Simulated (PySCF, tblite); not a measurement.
# C4H12B2Si: geometry, infrared bands and NMR shifts

What infrared bands and NMR shifts should C4H12B2Si (`B[Si]1(B(C)C)CC1`) show?

Computed with tblite 0.8.0 and PySCF 2.14.0, with density-fitted response routines of our own, on a single molecule in the gas phase. Atoms are numbered from 0 throughout.

**1. The molecule as given**

19 atoms, charge 0, multiplicity 1; geometry from: force field or distance geometry start.

Bonds of the start (Å): B0–Si1 1.92, Si1–B2 1.93, B2–C3 1.61, B2–C4 1.60, Si1–C5 1.84, C5–C6 1.51, C6–Si1 1.84, B0–H7 1.19, B0–H8 1.19, C3–H9 1.13, C3–H10 1.10, C3–H11 1.12, C4–H12 1.09, C4–H13 1.12, C4–H14 1.10, C5–H15 1.12, C5–H16 1.09, C6–H17 1.11, C6–H18 1.12.

**2. Relaxing the molecule with GFN2-xTB**

Job settings and geometry (Å):

```
{"job": {"kind": "relax", "xc": "GFN2-xTB", "basis": "xTB"}, "charge": 0, "multiplicity": 1}
B      0.793900     2.108100     1.117700
Si     0.668800     0.395300     0.255100
B     -1.053300    -0.237000    -0.343700
C     -2.229900     0.852100    -0.263500
C     -1.470700    -1.718500     0.081300
C      2.217500    -0.111800    -0.598800
C      1.878200    -0.952300     0.604400
H      1.563700     2.234800     2.014600
H      0.656200     3.076700     0.440500
H     -3.124600     0.421100     0.273300
H     -2.506000     1.240500    -1.253500
H     -1.891200     1.733600     0.329700
H     -0.945500    -2.489800    -0.487400
H     -2.553900    -1.882700    -0.136000
H     -1.371800    -1.810400     1.171900
H      3.101000     0.550100    -0.405800
H      2.208700    -0.545900    -1.601700
H      2.528000    -0.881200     1.505500
H      1.521100    -1.973500     0.319400
```

The run is started by

```console
OMP_NUM_THREADS=1 python probes_run.py task.json out
```

The driver reads the jobs from task.json and runs them one after another.

**Question.** This job is followed by: GFN2-xTB harmonic vibrations, gas phase; GIAO PBE0/pcSseg-1 NMR shielding, non-relativistic, gas phase. Predict these results of the whole session: strongest single infrared mode (GFN2-xTB); zero-point energy (GFN2-xTB); ¹³C shifts against TMS (PBE0/pcSseg-1, means over atoms taken as alike); ¹H shifts against TMS (PBE0/pcSseg-1, means over atoms taken as alike); ¹¹B shifts against BF3·OEt2 (PBE0/pcSseg-1); ²⁹Si shifts against TMS (PBE0/pcSseg-1).

As calculated:

```
                                                               quantity                        value
                              strongest single infrared mode (GFN2-xTB)        1105 cm⁻¹, 167 km/mol
                                           zero-point energy (GFN2-xTB)                94.7 kcal/mol
¹³C shifts against TMS (PBE0/pcSseg-1, means over atoms taken as alike)               27.6, 20.3 ppm
 ¹H shifts against TMS (PBE0/pcSseg-1, means over atoms taken as alike)  10.11, 2.16, 2.02, 1.32 ppm
                            ¹¹B shifts against BF3·OEt2 (PBE0/pcSseg-1)             110.5, 106.7 ppm
                                ²⁹Si shifts against TMS (PBE0/pcSseg-1)                   -159.8 ppm
```

Relaxing lowered the energy by 1.059 eV in 137 steps; the close pair that moved most is Si1–C5, from 1.840 to 1.956 Å. No mode is imaginary among the 51: a minimum at this level. The strongest single mode, at 1105 cm⁻¹, moves mainly B2. Unscaled tight-binding wavenumbers are off by several per cent, some by more. Its intensities can rank the bands wrongly. At PBE0/pcSseg-1: Shielding is most anisotropic at Si1 (span 509 ppm, paramagnetic term -376 ppm).
